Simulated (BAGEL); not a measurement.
# GaAlH4O (SMILES [AlH2][O][GaH2]): HF/STO-3G (density fitting with qzvpp-jkfit)

Aim: the vertical ionisation energy of GaAlH4O at HF/STO-3G (density fitting with qzvpp-jkfit), from 2 runs. 

Program for the calculation: BAGEL 1.2.2.

9 further runs of the same task are left out: 8 that didn't finish, 1 set aside as unsound or not needed.

### 1 The structure to begin with

The species is GaAlH4O (7 atoms), meant as a singlet with charge 0. As SMILES, `[AlH2][O][GaH2]`. The shape comes from GFN2-xTB, which is rough for such elements, and wasn't checked as a minimum.

Bond lengths: Al1–O2 1.676 Å, O2–Ga3 1.765 Å, Al1–H4 1.535 Å, Al1–H5 1.534 Å, Ga3–H6 1.554 Å, Ga3–H7 1.553 Å. Angles: Al1–O2–Ga3 179.9°, O2–Al1–H4 118.5°, O2–Al1–H5 118.5°, O2–Ga3–H6 117.4°, O2–Ga3–H7 117.3°, H4–Al1–H5 123.0°, H6–Ga3–H7 125.3°.

### 2 A single-point energy at HF/STO-3G (density fitting with qzvpp-jkfit)

File calc.json:

```json
{ "bagel": [

{
  "title": "molecule",
  "basis": "sto-3g",
  "df_basis": "qzvpp-jkfit",
  "angstrom": true,
  "geometry": [
    { "atom": "Al", "xyz": [   -1.425750,    0.053540,   -0.940530 ] },
    { "atom": "O", "xyz": [   -0.027230,    0.002820,   -0.018210 ] },
    { "atom": "Ga", "xyz": [    1.446260,   -0.051820,    0.952040 ] },
    { "atom": "H", "xyz": [   -2.295360,   -1.208530,   -1.020910 ] },
    { "atom": "H", "xyz": [   -1.777930,    1.358760,   -1.666120 ] },
    { "atom": "H", "xyz": [    1.486350,    0.817690,    2.239460 ] },
    { "atom": "H", "xyz": [    2.593660,   -0.972460,    0.454270 ] }
  ]
},
{ "title": "hf" },
{ "title": "print", "file": "orbitals.molden", "orbitals": true }

]}
```

Run with:

```
$ BAGEL_NUM_THREADS=1 BAGEL calc.json > calc.out
```

Standard output:

```text
* using 1 threads per process

  ===============================================================
  ===============================================================

  *** Geometry ***

  { "atom" : "Al", "xyz" : [     -2.694277,      0.101176,     -1.777344 ] },
  { "atom" : "O", "xyz" : [     -0.051457,      0.005329,     -0.034412 ] },
  { "atom" : "Ga", "xyz" : [      2.733035,     -0.097926,      1.799095 ] },
  { "atom" : "H", "xyz" : [     -4.337602,     -2.283791,     -1.929240 ] },
  { "atom" : "H", "xyz" : [     -3.359801,      2.567684,     -3.148510 ] },
  { "atom" : "H", "xyz" : [      2.808794,      1.545210,      4.231966 ] },
  { "atom" : "H", "xyz" : [      4.901307,     -1.837683,      0.858446 ] },

  Number of auxiliary basis functions:      543

  Since a DF basis is specified, we compute 2- and 3-index integrals:
    o Being stored without compression. Storage requirement is 0.006 GB

  Number of basis functions:       36
  Number of electrons      :       56

    * METHOD: MOLECULE                             0.21

  *** RHF ***

  === Nuclear Repulsion ===
   216.7120146677

      * DIIS with orbital gradients will be used.

  === RHF iteration (sto-3g) ===
      0      -2215.99336648          0.01495688           0.04
      1      -2216.06618632          0.01031736           0.04
      2      -2216.10103749          0.00122433           0.04
      3      -2216.10221840          0.00030579           0.04
      4      -2216.10235429          0.00020129           0.04
      5      -2216.10247034          0.00010501           0.04
      6      -2216.10250366          0.00006262           0.04
      7      -2216.10251838          0.00002242           0.04
      8      -2216.10252002          0.00000795           0.04
      9      -2216.10252013          0.00000297           0.04
     10      -2216.10252014          0.00000172           0.04
     11      -2216.10252014          0.00000125           0.04
     12      -2216.10252015          0.00000089           0.04
     13      -2216.10252015          0.00000035           0.04
     14      -2216.10252015          0.00000014           0.04
     15      -2216.10252015          0.00000006           0.04
     16      -2216.10252015          0.00000003           0.04
     17      -2216.10252015          0.00000001           0.04
     18      -2216.10252015          0.00000001           0.04
    * SCF iteration converged.

    * Permanent dipole moment:
           (    0.272740,    -0.013041,     0.181459) a.u.

    * METHOD: HF                                   0.86

    * METHOD: PRINT                                0.00

  ===============================================================
```

Wall time 1.2 s (1 thread of Arm Neoverse V2, shared host).

### 3 The doublet cation, same level

File calc.json:

```json
{ "bagel" : [

{
  "title" : "molecule",
  "basis" : "sto-3g",
  "df_basis" : "qzvpp-jkfit",
  "angstrom" : true,
  "geometry" : [
    { "atom" : "Al", "xyz" : [   -1.425750,    0.053540,   -0.940530 ] },
    { "atom" : "O", "xyz" : [   -0.027230,    0.002820,   -0.018210 ] },
    { "atom" : "Ga", "xyz" : [    1.446260,   -0.051820,    0.952040 ] },
    { "atom" : "H", "xyz" : [   -2.295360,   -1.208530,   -1.020910 ] },
    { "atom" : "H", "xyz" : [   -1.777930,    1.358760,   -1.666120 ] },
    { "atom" : "H", "xyz" : [    1.486350,    0.817690,    2.239460 ] },
    { "atom" : "H", "xyz" : [    2.593660,   -0.972460,    0.454270 ] }
  ]
},
{
  "title" : "uhf",
  "charge" : 1,
  "nopen" : 1
},
{
  "title" : "print",
  "file" : "orbitals.molden",
  "orbitals" : true
}

]}
```

Run with:

```
$ BAGEL_NUM_THREADS=1 BAGEL calc.json > calc.out
```

Standard output:

```text
* using 1 threads per process

  ===============================================================
  ===============================================================

  *** Geometry ***

  { "atom" : "Al", "xyz" : [     -2.694277,      0.101176,     -1.777344 ] },
  { "atom" : "O", "xyz" : [     -0.051457,      0.005329,     -0.034412 ] },
  { "atom" : "Ga", "xyz" : [      2.733035,     -0.097926,      1.799095 ] },
  { "atom" : "H", "xyz" : [     -4.337602,     -2.283791,     -1.929240 ] },
  { "atom" : "H", "xyz" : [     -3.359801,      2.567684,     -3.148510 ] },
  { "atom" : "H", "xyz" : [      2.808794,      1.545210,      4.231966 ] },
  { "atom" : "H", "xyz" : [      4.901307,     -1.837683,      0.858446 ] },

  Number of auxiliary basis functions:      543

  Since a DF basis is specified, we compute 2- and 3-index integrals:
    o Being stored without compression. Storage requirement is 0.006 GB

  Number of basis functions:       36
  Number of electrons      :       56

    * METHOD: MOLECULE                             0.21

  *** Open-shell HF ***

  === Nuclear Repulsion ===
   216.7120146677

      * DIIS with orbital gradients will be used.

  === UHF iteration (sto-3g) ===
      0      -2215.78218775          0.04447136           0.08
      1      -2215.88371912          0.03991823           0.08
      2      -2215.95711868          0.02504094           0.08
      3      -2216.01912818          0.00303050           0.08
      4      -2216.02279604          0.00112668           0.08
      5      -2216.02341021          0.00027642           0.08
      6      -2216.02343509          0.00007863           0.08
      7      -2216.02343784          0.00003927           0.08
      8      -2216.02343842          0.00000960           0.08
      9      -2216.02343867          0.00000484           0.08
     10      -2216.02343887          0.00000424           0.08
     11      -2216.02343919          0.00000413           0.08
     12      -2216.02343993          0.00000405           0.08
     13      -2216.02344616          0.00000425           0.08
     14      -2216.02344884          0.00000408           0.08
     15      -2216.02345288          0.00000404           0.08
     16      -2216.02346396          0.00000531           0.08
     17      -2216.02352486          0.00006882           0.08
     18      -2216.02345431          0.00000579           0.08
     19      -2216.02344823          0.00000986           0.08
     20      -2216.02343779          0.00002572           0.08
     21      -2216.02345170          0.00002579           0.08
     22      -2216.02346188          0.00002991           0.08
     23      -2216.02343789          0.00003385           0.08
     24      -2216.02344021          0.00001403           0.08
     25      -2216.02344062          0.00000480           0.08
     26      -2216.02343928          0.00000034           0.08
[... 48 lines of this table left out ...]
     75      -2216.02343802          0.00000004           0.08
     76      -2216.02343802          0.00000003           0.08
     77      -2216.02343802          0.00000002           0.08
     78      -2216.02343802          0.00000002           0.08
     79      -2216.02343802          0.00000002           0.08
     80      -2216.02343802          0.00000002           0.08
     81      -2216.02343802          0.00000001           0.08
     82      -2216.02343802          0.00000001           0.08
     83      -2216.02343802          0.00000001           0.08
     84      -2216.02343802          0.00000001           0.08
     85      -2216.02343802          0.00000001           0.08
     86      -2216.02343802          0.00000001           0.08
     87      -2216.02343802          0.00000001           0.08
    * SCF iteration converged.

    * S^2 (UHF) is 0.7508

    * Permanent dipole moment:
           (   -0.570839,     0.018171,    -0.375072) a.u.

    * METHOD: UHF                                  6.88

    * METHOD: PRINT                                0.00

  ===============================================================
```

Run time: 7.5 s. Hardware: 1 thread of Arm Neoverse V2, shared host.

### 4 What came out

At HF/STO-3G (density fitting with qzvpp-jkfit):

| quantity | value |
| --- | --- |
| singlet GaAlH4O: total energy | -2216.10252 Eh |
| singlet GaAlH4O: dipole moment | 0.83 D |
| singlet GaAlH4O: HOMO energy | -6.51 eV |
| singlet GaAlH4O: LUMO energy | 5.99 eV |
| singlet GaAlH4O: HOMO–LUMO gap | 12.50 eV |
| doublet cation: total energy | -2216.02344 Eh |
| doublet cation: ⟨S²⟩ | 0.751 |
| vertical ionisation energy (to the doublet cation), in doubt | 2.152 eV |

**Reading.** The vertical ionisation energy comes to 2.15 eV (50 kcal/mol). The negative HOMO energy of the first species, 6.51 eV, lies 4.36 eV above that difference. This value lies far from the orbital energy or is too small for a neutral ground state: the hole may sit in another orbital, or the first species is not in its lowest state. In a minimal basis such a difference can be off by several eV, whatever the method.
